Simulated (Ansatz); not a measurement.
# W: the cost of one run

Computed with Ansatz 0.2.0 (DFT PBEsol, scalar-relativistic, plane waves, PAW, unless a step's input says otherwise).

The COD cell was measured well above room temperature, so it is larger than a cold one.

3 further runs of the same task are left out: 1 for a known fault of the program, 2 that didn't finish.

### 1 The structure to begin with

It takes space group Im-3m (No. 229, cubic). Conventional cell: a = 3.195 Å, b = 3.195 Å, c = 3.195 Å, α = 90.00°, β = 90.00°, γ = 90.00°. Around W (site symmetry m-3m) lie 8 W at 2.77 Å.

Coordinates:

```cif
data_structure
_symmetry_space_group_name_H-M 'Im-3m'
_symmetry_Int_Tables_number 229
_cell_length_a 3.1946
_cell_length_b 3.1946
_cell_length_c 3.1946
_cell_angle_alpha 90.000
_cell_angle_beta 90.000
_cell_angle_gamma 90.000
_cell_volume 32.60
loop_
_atom_site_label
_atom_site_type_symbol
_atom_site_symmetry_multiplicity
_atom_site_Wyckoff_symbol
_atom_site_fract_x
_atom_site_fract_y
_atom_site_fract_z
_atom_site_occupancy
W1 W 2 a 0.00000 0.00000 0.00000 1
```

The cell is taken as given, not relaxed at this level.

### 2 Zero of the scan

Contents of input.yaml:

```yaml
crystal:
  lattice:
    - [-1.5973, 1.5973, 1.5973]
    - [1.5973, -1.5973, 1.5973]
    - [1.5973, 1.5973, -1.5973]
  atoms:
    - { symbol: W, position: [0.0, 0.0, 0.0] }
basis:
  ecutwfc: 420
kpoints:
  mp_grid: { grid: [20, 20, 20] }
hamiltonian:
  xc: pbesol
scf:
  occupations: { method: gaussian, width: 0.15 }
output:
  forces: true
  stress: true
  eigenvalues: true
  write_density: true
  write_potential: true
  elf: true
  volumetric_format: npy
```

Launch:

```
$ ansatz run input.yaml --threads 1 --pin off --max-ram 2560MiB --backend cpu --events-out ev --progress --plain --runs-dir out
```

What time and memory should one allow on 1 thread of Intel Xeon at 2.70GHz, shared host?

About 5.4 s, with a peak of 0.35 GiB.
